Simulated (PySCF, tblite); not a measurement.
# C₂H₂F₄: bond homolysis, EPR parameters, part 1 of 2

What do calculations give for the bond homolysis, EPR parameters of C₂H₂F₄ (`FC(F)C(F)F`)?

Computed with tblite 0.8.0 and PySCF 2.14.0 and routines of our own; the level stands in each step. Atoms count from 0.

## 1. The system as given

8 atoms, charge 0, multiplicity 1; geometry from: start built from the parent or by distance geometry.

## 2. Geometry optimisation with GFN2-xTB

What the job is given:

```
{"job": {"kind": "relax", "xc": "GFN2-xTB", "basis": "xTB"}, "charge": 0, "multiplicity": 1}
F     -1.227700     1.129400     0.562500
C     -0.767600    -0.023800     0.050700
F     -1.265000    -0.190100    -1.165900
C      0.757900     0.008800     0.012700
F      1.212500     0.905400    -0.849000
F      1.239900    -1.213400    -0.363800
H     -1.121700    -0.847500     0.685700
H      1.189800     0.250000     1.017900
```

Command:

```bash
OMP_NUM_THREADS=1 python redox_run.py task.json out
```

One launch serves the whole session: the jobs run in the order shown.

The log of the run:

```text
step      E/eV     max force
  0    -658.95500    1.171
  1    -658.98033    0.254
  2    -658.98271    0.124
  3    -658.98391    0.103
  4    -658.98466    0.063
  5    -658.98494    0.051
  6    -658.98522    0.053
  7    -658.98562    0.080
  8    -658.98624    0.100
  9    -658.98705    0.098
 10    -658.98794    0.098
 11    -658.98889    0.104
 12    -658.99008    0.126
 13    -658.99169    0.158
 14    -658.99365    0.167
 15    -658.99559    0.128
 16    -658.99712    0.109
 17    -658.99846    0.109
 18    -658.99976    0.102
 19    -659.00095    0.097
 20    -659.00217    0.117
 21    -659.00354    0.133
 22    -659.00459    0.237
 23    -659.00637    0.122
 24    -659.00775    0.091
 25    -659.00840    0.087
 26    -659.00864    0.050
 27    -659.00884    0.032
 28    -659.00918    0.040
 29    -659.00960    0.073
 30    -659.01016    0.097
 31    -659.01101    0.127
 32    -659.01288    0.219
 33    -659.00909    0.282
 34    -658.96625    1.221
 35    -659.01888    0.198
 36    -659.02276    0.151
 37    -659.02686    0.103
 38    -658.99924    0.534
 39    -659.02464    0.086
 40    -659.02283    0.072
 41    -659.03082    0.636
 42    -659.03287    0.135
 43    -659.04244    0.148
 44    -658.98837    1.155
 45    -659.04573    0.193
 46    -659.04795    0.218
 47    -659.04660    0.562
 48    -659.05310    0.259
 49    -659.05484    0.262
 50    -659.06075    0.372
 51    -659.06331    0.280
 52    -659.06472    0.211
 53    -659.06505    0.195
 54    -659.06712    0.170
 55    -659.06861    0.189
 56    -659.07033    0.213
 57    -659.07224    0.217
 58    -659.07470    0.214
 59    -659.07728    0.190
 60    -659.08001    0.168
 61    -659.08243    0.135
 62    -659.08411    0.124
 63    -659.08435    0.207
 64    -659.08582    0.147
 65    -659.08661    0.093
 66    -659.08867    0.096
 67    -659.08972    0.086
 68    -659.09047    0.084
 69    -659.09111    0.066
 70    -659.09160    0.049
 71    -659.09194    0.043
 72    -659.09211    0.031
 73    -659.09218    0.021
 74    -659.09222    0.012
 75    -659.09224    0.007
```

It took 0.26 s on 1 thread of Arm Neoverse V1, shared host.

Step by step: (not every step is listed) (the energy doesn't fall at every step)

```csv
step,energy from step 0 (eV),largest force (eV/Å)
0,0.0000,1.1710
1,-0.0253,0.2538
2,-0.0277,0.1237
3,-0.0289,0.1034
4,-0.0297,0.0627
5,-0.0299,0.0512
6,-0.0302,0.0532
7,-0.0306,0.0797
8,-0.0312,0.1004
14,-0.0386,0.1667
20,-0.0472,0.1169
26,-0.0536,0.0503
32,-0.0579,0.2187
38,-0.0442,0.5342
44,-0.0334,1.1549
50,-0.1057,0.3721
56,-0.1153,0.2126
62,-0.1291,0.1236
68,-0.1355,0.0835
70,-0.1366,0.0494
71,-0.1369,0.0432
72,-0.1371,0.0312
73,-0.1372,0.0215
74,-0.1372,0.0124
75,-0.1372,0.0073
```

Close pairs (by a distance rule), those that changed most:

```csv
bond,before (Å),after (Å),change (Å)
C3–F4,1.324,1.346,+0.022
C1–F2,1.325,1.346,+0.021
C3–F5,1.367,1.346,-0.021
C3–H7,1.120,1.100,-0.020
C1–C3,1.526,1.541,+0.015
F0–C1,1.343,1.346,+0.003
C1–H6,1.099,1.100,+0.002
```

The next job starts from the end point, and lists it.

## 3. Infrared spectrum with GFN2-xTB

What the job is given:

```
{"job": {"kind": "ir", "xc": "GFN2-xTB", "basis": "xTB"}, "charge": 0, "multiplicity": 1}
F     -1.221144     0.216925     1.240566
C     -0.767325    -0.038645    -0.000369
F     -1.271849     0.910263    -0.810352
C      0.771845     0.043281    -0.011274
F      1.224658    -0.207874    -1.253482
F      1.276884    -0.908654     0.794959
H     -1.132875    -1.024370    -0.324858
H      1.137921     1.027899     0.315679
```

The log of the run:

```text
mode    cm-1     km/mol
  1      55.4      5.45
  2     170.8      3.29
  3     337.2      0.00
  4     384.5     70.72
  5     455.9      0.00
  6     489.0     28.54
  7     579.8      0.00
  8    1012.7      0.00
  9    1060.6      0.02
 10    1082.3    386.34
 11    1087.4    212.12
 12    1098.3      0.05
 13    1190.3     39.04
 14    1232.7     21.54
 15    1247.4      0.00
 16    1295.9      0.00
 17    2910.2      0.01
 18    2926.8     21.10
ZPE 111.355  H(298)-E 129.132  G(298)-E 34.608 kJ/mol  S 317.03 J/(mol K)
```

Wall time 0.16 s (1 thread of Arm Neoverse V1, shared host).

Which atoms move in the most intense modes:

```csv
cm⁻¹,km/mol,atoms
55,5.5,"F2 23 %, F4 23 %, F5 23 %, F0 23 %"
384,70.7,"C1 28 %, C3 28 %, H7 10 %, H6 10 %"
489,28.5,"F4 21 %, F2 21 %, F5 21 %, F0 21 %"
1082,386.3,"C1 29 %, C3 29 %"
1087,212.1,"C3 28 %, C1 28 %, F4 10 %, F2 10 %"
1190,39.0,"H7 39 %, H6 39 %"
1233,21.5,"H7 44 %, H6 43 %"
2927,21.1,"H7 49 %, H6 44 %"
```

## 4. Geometry optimisation at PBE0-D3(BJ)/def2-SVP

The job, as its differences from that of step 3:

```diff
@@ -1,2 +1,2 @@
-{"job": {"kind": "ir", "xc": "GFN2-xTB", "basis": "xTB"}, "charge": 0, "multiplicity": 1}
+{"job": {"xc": "PBE0", "basis": "def2-SVP", "d3": "d3bj", "grid": 1, "kind": "geom"}, "charge": 0, "multiplicity": 1}
 F     -1.221144     0.216925     1.240566
```

The log of the run:

```text
step   0  E = -475.95014809  max force = 0.007971
step   1  E = -475.94163505  max force = 0.040547
step   2  E = -475.94902479  max force = 0.021236
step   3  E = -475.95099422  max force = 0.003445
step   4  E = -475.95106001  max force = 0.000922
step   5  E = -475.95106155  max force = 0.000227
optimisation converged
```

Run time: 17 s. Hardware: 1 thread of Arm Neoverse V1, shared host; peak memory 0.39 GiB.

The steps of the relaxation: (the energy doesn't fall at every step)

```csv
step,energy from step 0 (eV),largest force component (eV/Å)
0,0.0000,0.4099
1,0.2317,2.0850
2,0.0306,1.0920
3,-0.0230,0.1771
4,-0.0248,0.0474
5,-0.0249,0.0117
```

Close pairs (by a distance rule), those that changed most:

```csv
bond,before (Å),after (Å),change (Å)
C1–C3,1.541,1.520,-0.021
C3–H7,1.100,1.105,+0.004
C1–H6,1.100,1.104,+0.004
C3–F4,1.346,1.343,-0.003
F0–C1,1.346,1.343,-0.003
C3–F5,1.346,1.343,-0.003
C1–F2,1.346,1.343,-0.003
```

The final coordinates are the input of the step that follows.

```csv
at the end point,value
point group (found at 0.08 Å tolerance),C2h
"rotational constants (GHz, main isotopes)","5.168, 3.181, 2.085"
dipole moment (D),0.00
```

## 5. Harmonic vibrations (C2H2F4): PBE0-D3(BJ)/def2-SVP

What the job is given:

```
{"job": {"xc": "PBE0", "basis": "def2-SVP", "d3": "d3bj", "grid": 2, "kind": "hessian"}, "charge": 0, "multiplicity": 1}
F      1.083358    -1.097344     0.804926
C      0.736353    -0.169329    -0.101384
F      0.905030    -0.680020    -1.332179
C     -0.731941     0.174031     0.089246
F     -1.079701     1.100612    -0.818165
F     -0.900039     0.686499     1.319421
H      1.372341     0.725449     0.020315
H     -1.367755    -0.721116    -0.030649
```

The log of the run:

```text
coarse grid: 7760 points
cycle   1  E = -475.7452915370  dE =  8.616e-01  |g| = 9.284e-01  |ddm| = 2.826e+00
cycle   2  E = -475.5820246258  dE =  1.633e-01  |g| = 1.373e+00  |ddm| = 1.498e+00
cycle   3  E = -475.8900949929  dE = -3.081e-01  |g| = 3.475e-02  |ddm| = 9.154e-01
cycle   4  E = -475.8902972062  dE = -2.022e-04  |g| = 6.090e-03  |ddm| = 2.518e-02
cycle   5  E = -475.8903027814  dE = -5.575e-06  |g| = 9.866e-04  |ddm| = 4.511e-03
final grid: 79576 points
cycle   6  E = -475.9510372280  dE = -2.314e-05  |g| = 6.283e-03  |ddm| = 1.550e-02
cycle   7  E = -475.9510318578  dE =  5.370e-06  |g| = 8.640e-03  |ddm| = 1.070e-02
cycle   8  E = -475.9510452388  dE = -1.338e-05  |g| = 6.055e-04  |ddm| = 5.761e-03
cycle   9  E = -475.9510453078  dE = -6.901e-08  |g| = 8.264e-05  |ddm| = 5.926e-04
cycle  10  E = -475.9510453089  dE = -1.088e-09  |g| = 8.248e-06  |ddm| = 5.703e-05
cycle  11  E = -475.9510453089  dE = -1.080e-11  |g| = 7.302e-07  |ddm| = 7.363e-06
converged SCF energy = -475.9510453089

mode    cm-1
  1      83.1
  2     204.7
  3     369.6
  4     415.8
  5     496.4
  6     558.8
  7     646.2
  8    1138.0
  9    1181.1
 10    1185.4
 11    1188.7
 12    1215.3
 13    1323.1
 14    1379.5
 15    1408.8
 16    1495.3
 17    3100.4
 18    3110.8
ZPE 122.625  H(298)-E 139.428  G(298)-E 46.727 kJ/mol  S 310.92 J/(mol K)
```

Wall time 84 s (1 thread of Arm Neoverse V1, shared host); peak memory 1.4 GiB.

Zero-point energy 122.62 kJ/mol (xTB gave 111.36).

## 6. Single point (C2H2F4): M06-2X/def2-TZVP

Geometry: PBE0-D3(BJ)/def2-SVP.

The job, as its differences from that of step 5:

```diff
@@ -1,2 +1,2 @@
-{"job": {"xc": "PBE0", "basis": "def2-SVP", "d3": "d3bj", "grid": 2, "kind": "hessian"}, "charge": 0, "multiplicity": 1}
+{"job": {"kind": "sp", "xc": "M06-2X", "basis": "def2-TZVP", "grid": 3}, "charge": 0, "multiplicity": 1}
 F      1.083358    -1.097344     0.804926
```

The log of the run:

```text
coarse grid: 36504 points
cycle   1  E = -476.6731522860  dE =  1.003e+00  |g| = 9.319e-01  |ddm| = 2.142e+00
cycle   2  E = -476.6269323522  dE =  4.622e-02  |g| = 1.153e+00  |ddm| = 9.539e-01
cycle   3  E = -476.8233252290  dE = -1.964e-01  |g| = 5.419e-02  |ddm| = 4.671e-01
cycle   4  E = -476.8237642242  dE = -4.390e-04  |g| = 1.968e-02  |ddm| = 3.992e-02
cycle   5  E = -476.8238344496  dE = -7.023e-05  |g| = 3.130e-03  |ddm| = 1.712e-02
cycle   6  E = -476.8238369913  dE = -2.542e-06  |g| = 5.414e-04  |ddm| = 3.238e-03
final grid: 104904 points
cycle   7  E = -476.8243979114  dE = -1.215e-05  |g| = 1.658e-03  |ddm| = 1.123e-02
cycle   8  E = -476.8243983242  dE = -4.128e-07  |g| = 1.132e-03  |ddm| = 1.623e-03
cycle   9  E = -476.8243984846  dE = -1.604e-07  |g| = 2.924e-04  |ddm| = 6.098e-04
cycle  10  E = -476.8243984992  dE = -1.461e-08  |g| = 1.314e-04  |ddm| = 2.191e-04
cycle  11  E = -476.8243985026  dE = -3.433e-09  |g| = 1.075e-05  |ddm| = 8.136e-05
converged SCF energy = -476.8243985026
```

Run time: 15 s. Hardware: 1 thread of Arm Neoverse V1, shared host; peak memory 0.88 GiB.

## 7. Optimising the geometry with GFN2-xTB

This step treats C2H2F3 radical, labelled `F[CH]C(F)F` (the label fixes atoms and charge, not where charge and spin sit).

What the job is given:

```
{"job": {"kind": "relax", "xc": "GFN2-xTB", "basis": "xTB"}, "charge": 0, "multiplicity": 2}
C      0.752600    -0.175400    -0.106700
F      0.894300    -0.671400    -1.355200
C     -0.714500     0.166400     0.092400
F     -1.082200     1.115200    -0.838800
F     -0.903300     0.682700     1.330800
H      1.361300     0.723700     0.011500
H     -1.367300    -0.715300    -0.041700
```

The log of the run:

```text
step      E/eV     max force
  0    -527.85332    2.024
  1    -527.92432    1.276
  2    -527.98659    0.451
  3    -528.00329    0.547
  4    -528.03662    0.615
  5    -528.05313    0.520
  6    -528.07162    0.438
  7    -528.08882    0.453
  8    -528.10160    0.324
  9    -528.10710    0.232
 10    -528.11017    0.210
 11    -528.11413    0.177
 12    -528.11735    0.176
 13    -528.11906    0.102
 14    -528.12002    0.109
 15    -528.12104    0.110
 16    -528.12188    0.082
 17    -528.12239    0.062
 18    -528.12271    0.071
 19    -528.12308    0.070
 20    -528.12356    0.085
 21    -528.12419    0.071
 22    -528.12451    0.058
 23    -528.12495    0.070
 24    -528.12558    0.104
 25    -528.12652    0.125
 26    -528.12778    0.255
 27    -528.12921    0.195
 28    -528.13174    0.130
 29    -528.13502    0.357
 30    -528.13708    0.244
 31    -528.13881    0.084
 32    -528.13857    0.264
 33    -528.13996    0.042
 34    -528.14021    0.044
 35    -528.14065    0.064
 36    -528.14080    0.031
 37    -528.14088    0.018
 38    -528.14091    0.023
 39    -528.14093    0.013
 40    -528.14094    0.009
```

It took 0.13 s on 1 thread of Arm Neoverse V1, shared host.

Step by step: (not every step is listed)

```csv
step,energy from step 0 (eV),largest force (eV/Å)
0,0.0000,2.0235
1,-0.0710,1.2756
2,-0.1333,0.4507
3,-0.1500,0.5474
4,-0.1833,0.6150
5,-0.1998,0.5202
6,-0.2183,0.4378
7,-0.2355,0.4530
8,-0.2483,0.3241
10,-0.2568,0.2098
12,-0.2640,0.1755
14,-0.2667,0.1087
16,-0.2686,0.0824
18,-0.2694,0.0708
20,-0.2702,0.0853
22,-0.2712,0.0578
24,-0.2723,0.1041
26,-0.2745,0.2548
28,-0.2784,0.1297
30,-0.2838,0.2442
32,-0.2852,0.2635
34,-0.2869,0.0440
35,-0.2873,0.0643
36,-0.2875,0.0312
37,-0.2876,0.0182
38,-0.2876,0.0230
39,-0.2876,0.0125
40,-0.2876,0.0095
```

Distances of close pairs at the start and the end, largest changes first:

```csv
bond,before (Å),after (Å),change (Å)
C0–C2,1.519,1.473,-0.046
C0–F1,1.351,1.329,-0.022
C0–H5,1.092,1.074,-0.019
C2–F3,1.379,1.365,-0.015
C2–F4,1.355,1.365,+0.010
C2–H6,1.105,1.100,-0.005
```

The end geometry stands in the next job.

## 8. Harmonic vibrations with GFN2-xTB

What the job is given:

```
{"job": {"kind": "ir", "xc": "GFN2-xTB", "basis": "xTB"}, "charge": 0, "multiplicity": 2}
C      0.681918     0.064922    -0.344496
F      1.062042    -1.067499    -0.927835
C     -0.737710     0.222281     0.015683
F     -1.283645     1.321277    -0.581732
F     -0.889034     0.447878     1.353464
H      1.451955     0.791501    -0.166063
H     -1.344570    -0.654426    -0.256570
```

The log of the run:

```text
mode    cm-1     km/mol
  1      48.3      7.56
  2     191.7     28.78
  3     317.9     27.31
  4     412.9     22.64
  5     419.2     12.54
  6     561.5      6.29
  7     932.5    203.54
  8    1005.4    105.50
  9    1063.8     53.14
 10    1138.9     40.74
 11    1210.0     40.32
 12    1221.9      4.25
 13    1360.0     23.90
 14    2904.7     14.10
 15    3149.2      1.49
ZPE 95.329  H(298)-E 112.478  G(298)-E 17.392 kJ/mol  S 318.92 J/(mol K)
```

It took 0.15 s on 1 thread of Arm Neoverse V1, shared host.

Which atoms move in the most intense modes:

```csv
cm⁻¹,km/mol,atoms
192,28.8,H5 83 %
318,27.3,"F1 35 %, C0 26 %, C2 16 %"
932,203.5,"C2 62 %, F4 18 %, F3 17 %"
1005,105.5,"C2 55 %, F3 18 %, F4 17 %"
1064,53.1,"C2 43 %, C0 39 %"
1139,40.7,"H5 78 %, F1 13 %"
1210,40.3,"H6 67 %, C0 17 %"
1360,23.9,"C0 52 %, H6 15 %, C2 14 %, F1 11 %"
```

(Continued in part 2 of 2.)
